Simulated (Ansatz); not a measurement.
Input of an Ansatz 0.2.0 run:

The input input.yaml:

```yaml
crystal:
  lattice:
    - [0.0, 2.84624, 2.84624]
    - [2.84624, 0.0, 2.84624]
    - [2.84624, 2.84624, 0.0]
  atoms:
    - { symbol: Ga, position: [0.25, 0.25, 0.25] }
    - { symbol: F, position: [0.0, 0.0, 0.0] }
kpoints:
  mp_grid: { grid: [8, 8, 8] }
scf:
  occupations: { method: fermi_dirac, width: 0.05 }
hamiltonian:
  xc: pbesol
  pseudopotentials: { kind: all_electron, datasets: crystal }
output: {}
phonons:
  method: dfpt
```

Potentials or basis: all-electron PAW datasets made for the crystal.

Launch:

```sh
$ ansatz run input.yaml --threads 1 --pin off --max-ram 3072MiB --backend cpu --events-out ev --progress --plain --runs-dir out
```

Problem. What does it give for the highest phonon frequency at Γ, LO-TO splitting left out?

Solution. 27 cm⁻¹.

Problem. Predict the band gap on the k mesh.

Solution. 2.17 eV, indirect (least direct gap 2.18 eV).

Phonon frequencies in cm⁻¹ (negative: imaginary):
| q point | frequencies |
| --- | --- |
| (0.000, 0.000, 0.000) | 0 0 0 27 27 27 |

Caveat: the program warned that the printed levels may be off, so bands, gaps and densities of states are rough. A k mesh can miss the band edges.
